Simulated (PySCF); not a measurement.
# Co (Co4+): the cost of one run

Programs: PySCF 2.14.0, with routines of our own; each step states its level. All values are computed. Atoms count from 0.

## Step 1: The system as given

1 atom, charge 4, states of the metal's open shell are computed; geometry from: free ion.

## Step 2: Ligand-field states: state-averaged CASSCF

Job settings and geometry (Å):

```
{"job": {"kind": "lf", "basis": {"metal": "x2c-TZVPall", "ligand": "x2c-SVPall"}, "nevpt": true}, "charge": 4, "metal": "Co", "open_shell": "d5"}
Co     0.000000     0.000000     0.000000
```

With the program's defaults for keys left out, this is: state-averaged CASSCF of the metal d shell, SC-NEVPT2 on the averaged canonical orbitals, state-interaction spin-orbit coupling.

Launch:

```sh
$ OMP_NUM_THREADS=1 python lf_run.py task.json out
```

One launch serves the whole session: the jobs run in the order shown.

Q: Estimate the wall time and peak memory of this first job on 1 thread of Intel Xeon Platinum 8488C, shared host.

About 5.2 s, with a peak of 0.16 GiB.
